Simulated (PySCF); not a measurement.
# BFH4N2: the cost of one run

Programs: PySCF 2.14.0, with density-fitted response routines of our own. Each step states its level of theory. These are calculated values for one molecule in the gas phase, unless marked as measured. Atoms are numbered from 0 throughout.

## Step 1: The starting structure

8 atoms, charge 0, multiplicity 1; geometry from: GFN2-xTB. The atoms were then displaced at random by about 0.01 Å, so the start is not that level's minimum.

Bonds of the start (Å): N0–B1 1.43, B1–N2 1.41, B1–F3 1.36, N0–H4 0.99, N0–H5 0.97, N2–H6 1.00, N2–H7 0.98.

## Step 2: Relaxing the molecule at PBE0-D3(BJ)/def2-SVP

Job settings and geometry (Å):

```
{"job": {"xc": "PBE0", "basis": "def2-SVP", "d3": "d3bj", "grid": 1, "shake": 0.01, "kind": "geom"}, "charge": 0, "multiplicity": 1}
N      1.264300    -0.207090     0.063930
B     -0.011060     0.425480    -0.105460
N     -1.255600    -0.228510     0.020920
F      0.007640     1.746320    -0.412180
H      2.096520     0.324100    -0.058020
H      1.368980    -1.144060     0.282230
H     -1.326570    -1.198080     0.258810
H     -2.089080     0.262690    -0.102710
```

The run is started by

```sh
> OMP_NUM_THREADS=1 python probes_run.py task.json out
```

This one command runs all jobs of the session in turn.

Q: Estimate the wall time and peak memory of this first job on 1 thread of Arm Neoverse V1, shared host.

About 17 s, with a peak of 0.33 GiB.
